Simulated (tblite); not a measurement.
# C7H6Se2: the cost of one run

Computed with tblite 0.8.0 and PySCF 2.14.0; each step states its level. No surroundings beyond the atoms listed, unless a continuum is named. Atoms count from 0, parts from 1.

## 1. The system as given

15 atoms, charge 0, multiplicity 1; geometry: rigid parts in contact. Parts: 1 = atoms 0–2, `[Se]=C=[Se]`, charge 0; 2 = atoms 3–14, `c1ccccc1`, charge 0.

## 2. Bringing the parts together with GFN2-xTB

The job: settings as JSON, then the geometry in Å.

```
{"job": {"kind": "dock", "xc": "GFN2-xTB", "basis": "xTB"}, "charge": 0, "multiplicity": 1, "parts": [{"atoms": "0-2", "charge": 0, "multiplicity": 1}, {"atoms": "3-14", "charge": 0, "multiplicity": 1}]}
Se     1.479629     0.794456     0.088682
C      0.000010    -0.000022     0.000032
Se    -1.479639    -0.794434    -0.088714
C      3.063078    -0.308107    -2.512187
C      2.906157     0.651734    -3.497785
C      2.268801     0.328767    -4.683837
C      1.784147    -0.952958    -4.882280
C      1.939551    -1.912485    -3.896214
C      2.580219    -1.590281    -2.711841
H      3.561646    -0.056821    -1.587054
H      3.281331     1.652682    -3.340766
H      2.149739     1.076987    -5.454354
H      1.284511    -1.204240    -5.806696
H      1.560826    -2.912518    -4.051138
H      2.703345    -2.340186    -1.943882
```

Level: GFN2-xTB search for minima from random contacts, gas phase.

The run is started by

```sh
$ OMP_NUM_THREADS=1 python cluster_run.py task.json out
```

The driver reads the jobs from task.json and runs them one after another.

**Question.** How long does this first job take on 1 thread of Intel Xeon 6975P-C, shared host?

About 46 s.
